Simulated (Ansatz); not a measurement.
# GeSbTe3: the cost of one run

Computed with Ansatz 0.2.0 (DFT PBE, scalar-relativistic, plane waves, PAW, unless a step's input says otherwise).

## (1) The structure to begin with

The structure is hexagonal, space group P-6m2 (No. 187). The conventional cell has a = 5.071 Å, b = 5.071 Å, c = 6.261 Å, α = 90.00°, β = 90.00°, γ = 120.00°. Ge (site symmetry -6m2) has 8 Te at 3.13 to 3.30 Å as nearest neighbours. Sb (site symmetry -6m2) is surrounded by 9 Te at 2.93 to 3.34 Å. Te (site symmetry 3m) has 5 Te at 3.06 to 3.34 Å and 3 Ge at 3.30 Å and 3 Sb at 3.34 Å as nearest neighbours. Te (site symmetry -6m2) has 3 Sb at 2.93 Å and 2 Ge at 3.13 Å and 6 Te at 3.34 Å as nearest neighbours.

Structure file:

```
Ge Sb Te
1.0
     5.07137    0.00000    0.00000
    -2.53568    4.39193    0.00000
     0.00000    0.00000    6.26083
Ge Sb Te
1 1 3
Direct
  0.66667 0.33333 0.00000
  0.33333 0.66667 0.50000
  0.00000 0.00000 0.75525
  0.00000 0.00000 0.24475
  0.66667 0.33333 0.50000
```

The cell is invented: species swapped into a database cell of GaNi3As (P-6m2, No. 187), with Sb on the Ga sites, Te on the Ni sites and Ge on the As sites. Its size is a rough estimate.

## (2) Probe: one point on a coarse mesh

The input, input.yaml:

```yaml
crystal:
  lattice:
    - [5.07136878, 0.0, 0.0]
    - [-2.53568439, 4.39193419, 0.0]
    - [0.0, 0.0, 6.2608342]
  atoms:
    - { symbol: Ge, position: [0.66666667, 0.33333333, 0.0] }
    - { symbol: Sb, position: [0.33333333, 0.66666667, 0.5] }
    - { symbol: Te, position: [0.0, 0.0, 0.755247] }
    - { symbol: Te, position: [0.0, 0.0, 0.244753] }
    - { symbol: Te, position: [0.66666667, 0.33333333, 0.5] }
basis:
  ecutwfc: 420
kpoints:
  mp_grid: { grid: [6, 6, 4] }
hamiltonian:
  xc: pbe
scf:
  occupations: { method: gaussian, width: 0.1 }
  lower_state_search: "off"
output:
  forces: true
  stress: true
  eigenvalues: true
```

Launch:

```console
$ ansatz run input.yaml --threads 1 --pin off --max-ram 2560MiB --backend cpu --events-out ev --progress --plain --runs-dir out
```

**Question.** How long does this run take on 1 thread of Intel Xeon at 2.70GHz, shared host, and how much memory does it need?

About 12 s, with a peak of 0.45 GiB.
